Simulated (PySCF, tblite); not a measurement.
# C6H12Si: geometry, infrared bands and NMR shifts

Aim: predict the infrared bands and NMR shifts of C6H12Si (`C=C1CC[Si]1(C)C`).

Computed with tblite 0.8.0 and PySCF 2.14.0, with density-fitted response routines of our own, on a single molecule in the gas phase. Atoms count from 0, in the outputs and in this text.

## (1) Starting geometry

19 atoms, charge 0, multiplicity 1; geometry from: force field or distance geometry start.

Bonds of the start (Å): C0–C1 1.33, C1–C2 1.54, C2–C3 1.57, C3–Si4 1.88, Si4–C5 1.83, Si4–C6 1.82, Si4–C1 1.85, C0–H7 1.09, C0–H8 1.08, C2–H9 1.10, C2–H10 1.11, C3–H11 1.08, C3–H12 1.10, C5–H13 1.10, C5–H14 1.10, C5–H15 1.09, C6–H16 1.10, C6–H17 1.09, C6–H18 1.09.

## (2) Optimising the geometry with GFN2-xTB

What the job is given:

```
{"job": {"kind": "relax", "xc": "GFN2-xTB", "basis": "xTB"}, "charge": 0, "multiplicity": 1}
C     -1.599700     1.384200     1.295300
C     -1.074700     0.396700     0.574300
C     -1.661500    -0.928800     0.066500
C     -0.601300    -1.040300    -1.086000
Si     0.601800     0.037800    -0.129300
C      1.329500     1.333200    -1.191400
C      1.740200    -0.921300     0.909800
H     -2.642400     1.345600     1.606100
H     -1.019800     2.253400     1.582400
H     -1.657400    -1.760400     0.783800
H     -2.700200    -0.870100    -0.322900
H     -0.928000    -0.613600    -2.027300
H     -0.269100    -2.069200    -1.261100
H      2.104300     0.924300    -1.858700
H      1.808300     2.125300    -0.588500
H      0.581200     1.822700    -1.806900
H      1.219700    -1.711200     1.467300
H      2.237100    -0.295400     1.653100
H      2.522100    -1.403700     0.326000
```

Launch:

```console
> OMP_NUM_THREADS=1 python probes_run.py task.json out
```

The driver reads the jobs from task.json and runs them one after another.

**Question.** This job is followed by: GFN2-xTB harmonic vibrations, gas phase; GIAO PBE0/pcSseg-1 NMR shielding, non-relativistic, gas phase. Predict these results of the whole session: strongest single infrared mode (GFN2-xTB); zero-point energy (GFN2-xTB); ¹³C shifts against TMS (PBE0/pcSseg-1, means over atoms taken as alike); ¹H shifts against TMS (PBE0/pcSseg-1, means over atoms taken as alike); ²⁹Si shifts against TMS (PBE0/pcSseg-1); surface potential, 1st and 99th percentile.

As calculated:

```
                                                               quantity                              value
                              strongest single infrared mode (GFN2-xTB)               870 cm⁻¹, 205 km/mol
                                           zero-point energy (GFN2-xTB)                     100.3 kcal/mol
¹³C shifts against TMS (PBE0/pcSseg-1, means over atoms taken as alike)  169.3, 131.5, 32.0, 12.4, 0.5 ppm
 ¹H shifts against TMS (PBE0/pcSseg-1, means over atoms taken as alike)   5.91, 5.64, 2.88, 1.27, 0.27 ppm
                                ²⁹Si shifts against TMS (PBE0/pcSseg-1)                            8.9 ppm
                                  surface potential, 1st and 99th percentile                 -0.78 V and 0.77 V
```

In words: Over 94 steps the energy fell by 0.478 eV; of the close pairs, Si4–C6 changed most, 1.815 to 1.903 Å. All 51 modes are real, so the xTB geometry is a minimum. The strongest single mode, at 870 cm⁻¹, is spread over many atoms; the largest shares are those of Si4, H15. GFN2-xTB is a fitted tight-binding method: band positions and strengths are rough. Its intensities can rank the bands wrongly.
